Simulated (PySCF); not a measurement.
**[TlH]2+: other functionals and bases at one geometry**

How far do other levels of theory move the description of [TlH]2+, and what does each cost? The species was built from a template and needn't be a known compound.

Program: PySCF 2.14.0. Level of theory: several levels, as the steps say, no spin–orbit coupling. These are calculated values, not measurements.

3 further runs of the same task are left out: 2 for a known fault of the program, 1 set aside as unsound or not needed.

## Step 1: Starting geometry

2 atoms, charge 2, spin multiplicity 1.

Bond lengths: Tl1–H2 1.778 Å.

As a file:

```xyz
2
charge 2, multiplicity 1
Tl    0.0000    0.0000    0.0865
H     0.0000    0.0000    1.8642
```

Formal oxidation states: Tl +3. An earlier session relaxed this geometry at r2SCAN, Tl def2-SVP with ECP60, H def2-SVP (singlet, point group C∞v).

At r2SCAN on the finer grid: E = -172.247811 Eh, HOMO -25.92 eV, LUMO -20.31 eV, Mulliken charge on Tl1 +1.53 e, largest force component 0.004 eV/Å. 

Levels to run: BP86; TPSSh; HF; wB97X; r2SCAN, TZVP; r2SCAN, x2c-SVP. Hardware: 2 threads of Arm Neoverse V2, shared host.

## Step 2: BP86

The input, run.py (the lines that set the calculation):

```python
mol = gto.M(atom='''
Tl     0.00000     0.00000     0.08652
H      0.00000     0.00000     1.86421''',
    basis={'Tl': 'def2-SVP', 'H': 'def2-SVP'},
    ecp={'Tl': 'def2-SVP'},
    charge=2, spin=0)
mf = dft.RKS(mol, xc='B88,P86')
mf.grids.atom_grid = (75, 302)
mf = mf.density_fit()  # fitting sets: Tl def2-universal-JKFIT, H def2-universal-JKFIT
mf.conv_tol = 1e-08; mf.max_cycle = 55
mf.kernel(dm0)  # dm0: the density of the relaxed state
```

Command:

```sh
$ OMP_NUM_THREADS=2 python run.py
```

## Step 3: TPSSh

run.py (the lines that set the calculation): that of step 2 with these lines changed.

```diff
@@ -6,3 +6,3 @@
     charge=2, spin=0)
-mf = dft.RKS(mol, xc='B88,P86')
+mf = dft.RKS(mol, xc='TPSSH')
 mf.grids.atom_grid = (75, 302)
```

## Step 4: HF

run.py (the lines that set the calculation): that of step 3 with these lines changed.

```diff
@@ -6,4 +6,3 @@
     charge=2, spin=0)
-mf = dft.RKS(mol, xc='TPSSH')
-mf.grids.atom_grid = (75, 302)
+mf = scf.RHF(mol)
 mf = mf.density_fit()  # fitting sets: Tl def2-universal-JKFIT, H def2-universal-JKFIT
```

## Step 5: wB97X

run.py (the lines that set the calculation): that of step 4 with these lines changed.

```diff
@@ -6,3 +6,4 @@
     charge=2, spin=0)
-mf = scf.RHF(mol)
+mf = dft.RKS(mol, xc='WB97X')
+mf.grids.atom_grid = (75, 302)
 mf = mf.density_fit()  # fitting sets: Tl def2-universal-JKFIT, H def2-universal-JKFIT
```

## Step 6: r2SCAN, TZVP

Basis: Tl def2-TZVP with ECP60, H def2-TZVP. 

The input, run.py (the lines that set the calculation):

```python
mol = gto.M(atom='''
Tl     0.00000     0.00000     0.08652
H      0.00000     0.00000     1.86421''',
    basis={'Tl': 'def2-TZVP', 'H': 'def2-TZVP'},
    ecp={'Tl': 'def2-TZVP'},
    charge=2, spin=0)
mf = dft.RKS(mol, xc='R2SCAN')
mf.grids.atom_grid = (75, 302)
mf = mf.density_fit()  # fitting sets: Tl def2-universal-JKFIT, H def2-universal-JKFIT
mf.conv_tol = 1e-08; mf.max_cycle = 55
mf.kernel(dm0)  # dm0: free metal ions and neutral atoms
```

## Step 7: r2SCAN, x2c-SVP

Basis: Tl x2c-SVPall, H x2c-SVPall. All electrons are treated, with the spin-free X2C Hamiltonian.

The input, run.py (the lines that set the calculation):

```python
mol = gto.M(atom='''
Tl     0.00000     0.00000     0.08652
H      0.00000     0.00000     1.86421''',
    basis={'Tl': 'x2c-SVPall', 'H': 'x2c-SVPall'},
    nucmod='G',
    charge=2, spin=0)
mf = dft.RKS(mol, xc='R2SCAN')
mf.grids.atom_grid = (99, 590)
mf = mf.density_fit()  # fitting sets: Tl AutoAux, H AutoAux
mf = mf.sfx2c1e()
mf.conv_tol = 1e-08; mf.max_cycle = 55
mf.kernel(dm0)  # dm0: free metal ions and neutral atoms
```

What does the calculation give? Wanted: for each run, HOMO; gap; charge on Tl1; dipole; largest force.

**Answer**, as computed:

| level | state | HOMO (eV) | gap (eV) | charge on Tl1 (e) | dipole (D) | largest force (eV/Å) | basis functions | time |
| --- | --- | --- | --- | --- | --- | --- | --- | --- |
| r2SCAN (relaxed here) | singlet | -25.92 | 5.62 | 1.53 | 1.71 | 0.00 | 31 | 1.2 s |
| BP86 | singlet | -25.94 | 5.18 | 1.53 | 1.89 | 0.24 | 31 | 0.4 s |
| TPSSh | singlet | -26.07 | 6.03 | 1.54 | 1.61 | 0.04 | 31 | 0.5 s |
| HF | singlet | -28.33 | 12.57 | 1.55 | 0.86 | 0.23 | 31 | 0.2 s |
| wB97X | singlet | -28.83 | 11.55 | 1.53 | 1.45 | 0.11 | 31 | 0.5 s |
| r2SCAN, TZVP | singlet | -25.94 | 5.62 | 1.49 | 1.73 | 0.09 | 56 | 2 s |
| r2SCAN, x2c-SVP | singlet | -26.01 | 5.65 | 1.54 | 1.80 | 0.59 | 67 | 7.1 s |

Times are on 2 threads of Arm Neoverse V2, shared host; the first row also made further properties. The dipole of a charged species depends on the origin, so these sizes hold for this origin alone.

In one basis the HOMO–LUMO gap runs from 5.18 eV (BP86) to 12.57 eV (HF). The largest leftover force, 0.59 eV/Å with r2SCAN, x2c-SVP, stands at a geometry relaxed at another level. The Mulliken charge on Tl spans +1.49 to +1.55 e over the levels. Total energies of different levels can't be compared. Spin–orbit coupling is left out throughout.
